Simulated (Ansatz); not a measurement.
This was printed by a script on the Python package of Ansatz (0.2.0), for a ladder of methods at one geometry of C3H6BCl, SMILES ClC1BCC1. What did the script look like? Settings (for the species named): HSE06, def2-SVP basis, multiplicity 1. The script varies functional: hse06, blyp, r2scan, pbe0, lc_wpbe.

```json
{"atom": "Cl", "x (Å)": "-0.7039", "y (Å)": "2.2703", "z (Å)": "0.4510"}
{"atom": "C", "x (Å)": "-0.7869", "y (Å)": "0.5284", "z (Å)": "0.4397"}
{"atom": "B", "x (Å)": "-0.7614", "y (Å)": "-0.0493", "z (Å)": "-1.0715"}
{"atom": "C", "x (Å)": "0.7521", "y (Å)": "-0.6528", "z (Å)": "-0.5749"}
{"atom": "C", "x (Å)": "0.5459", "y (Å)": "-0.0856", "z (Å)": "0.7899"}
{"atom": "H", "x (Å)": "-1.6320", "y (Å)": "0.1311", "z (Å)": "1.0237"}
{"atom": "H", "x (Å)": "-1.3660", "y (Å)": "-0.0330", "z (Å)": "-2.0299"}
{"atom": "H", "x (Å)": "1.5709", "y (Å)": "-0.2179", "z (Å)": "-1.1449"}
{"atom": "H", "x (Å)": "0.6708", "y (Å)": "-1.7577", "z (Å)": "-0.5277"}
{"atom": "H", "x (Å)": "0.4489", "y (Å)": "-0.8605", "z (Å)": "1.6148"}
{"atom": "H", "x (Å)": "1.3269", "y (Å)": "0.6699", "z (Å)": "1.0504"}
```

```console
$ python run_methods.py
functional    E (Ha)        dipole (D)   HOMO (eV)  LUMO (eV)
hse06         -602.314256     1.623      -6.699     -1.994
blyp          -602.559038     1.370      -5.625     -2.390
r2scan        -602.534222     1.652      -6.070     -2.278
pbe0          -602.331281     1.629      -7.103     -1.607
lc_wpbe       -602.442188     1.734      -9.867      0.788
```

The script that was run (others could print the same):

The script, `run_methods.py`:
```python
"""One geometry of C3H6BCl, method by method."""

from dataclasses import dataclass
from pathlib import Path

import ansatz as az
import numpy as np


@dataclass
class Options:
    basis: str = "def2-SVP"


cfg = Options()

GEOMETRY = """
Cl   -0.70390    2.27030    0.45100
C    -0.78690    0.52840    0.43970
B    -0.76140   -0.04930   -1.07150
C     0.75210   -0.65280   -0.57490
C     0.54590   -0.08560    0.78990
H    -1.63200    0.13110    1.02370
H    -1.36600   -0.03300   -2.02990
H     1.57090   -0.21790   -1.14490
H     0.67080   -1.75770   -0.52770
H     0.44890   -0.86050    1.61480
H     1.32690    0.66990    1.05040
"""

c3h6bcl = az.Crystal.molecule()
for line in GEOMETRY.strip().splitlines():
    symbol, *xyz = line.split()
    c3h6bcl = c3h6bcl.atom(symbol, [float(v) for v in xyz])

model = c3h6bcl.calculation().basis(gaussian=cfg.basis)

print("functional    E (Ha)        dipole (D)   HOMO (eV)  LUMO (eV)")
for name in ["hse06", "blyp", "r2scan", "pbe0", "lc_wpbe"]:
    summary = model.functional(name).forces().orbitals().run(runs_dir="runs").report
    lines = Path(summary["orbitals_path"]).read_text().splitlines()
    field_of = lambda key: [line.split("=")[1].strip() for line in lines if line.startswith(key)]
    orbitals = [(27.211386 * float(e), s, float(n)) for e, s, n in zip(field_of("Ene="), field_of("Spin="), field_of("Occup="))]
    homo = max(e for e, _, n in orbitals if n > 0.5)
    lumo = min(e for e, _, n in orbitals if n < 0.5)
    dipole = 4.803205 * np.linalg.norm(summary["charge_distribution"]["dipole_moment_e_ang"])
    print(f"{name:10s} {summary['free_energy_ev'] / 27.211386246:14.6f} {dipole:9.3f} {homo:11.3f} {lumo:10.3f}")
```

Reading the output:
- Total energies depend on the basis set; only differences at equal settings carry meaning.
- The geometry is a force-field or estimated start, not a minimum of this method, and the basis set is short of its limit. A lower total doesn't mark the better method: functionals have no common bound, and MP2 and coupled cluster aren't variational.
- Levels such as HOMO and LUMO are orbital energies: with these approximate functionals they aren't the ionisation energy and electron affinity, and their gap isn't the fundamental gap.
- hse06 follows the composition of plane-wave codes, whose totals differ by tens of mHa, up to about 0.1 Ha, from the form usual in Gaussian-basis programs (wpbeh).
- Run time: 26 s on 1 thread of Arm Neoverse V2 (shared host), peak memory 0.3 GiB.

(Lines on the test bed's own set-up are left out of the output.)
